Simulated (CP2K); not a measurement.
HfIn4SiO6:

```
CELL_PARAMETERS angstrom
5.43134 0.00000 0.00000
-2.71529 4.70390 0.00000
-0.92829 -1.60769 7.40700
ATOMIC_POSITIONS crystal
Hf 0.78835 0.21165 0.00000
In 0.62175 0.37825 0.50000
In 0.45502 0.54498 0.00000
In 0.28407 0.71593 0.50000
In 0.95814 0.04186 0.50000
Si 0.12168 0.87832 0.00000
O 0.06219 0.11415 0.86666
O 0.88585 0.93781 0.13334
O 0.79490 0.53784 0.86663
O 0.46216 0.20510 0.13337
O 0.15352 0.62879 0.13333
O 0.37121 0.84648 0.86667
```

The cell was built by a generator and needn't be a form met in nature.

Base run:

```yaml
Program: CP2K 2026.2
Functional: RPBE
Potentials_or_basis: POTENTIAL_UZH Hf GTH-PBE-q12, In GTH-PBE-q13, Si GTH-PBE-q4, O GTH-PBE-q6; TZVP-MOLOPT-PBE-GTH basis
Density_cutoff: 13606 eV
k_mesh: 6 × 6 × 4
Occupations: fermi-dirac, width 0.05 eV
Spin: no spin polarisation
```

Its results: band gap on the k mesh none (metal or under the smearing width); pressure 1.8 GPa.

**Question.** The run is repeated on the same cell with these changes: functional from RPBE to vdW-DF-cx. What comes out?

**Answer.** Band gap on the k mesh none (metal or under the smearing width); pressure -3.3 GPa.

Caveats: the potentials were made for another functional, which shifts forces and pressure; the basis of atomic orbitals isn't converged, which shifts pressures, moduli and gaps.

Not every run made on this cell is shown here.
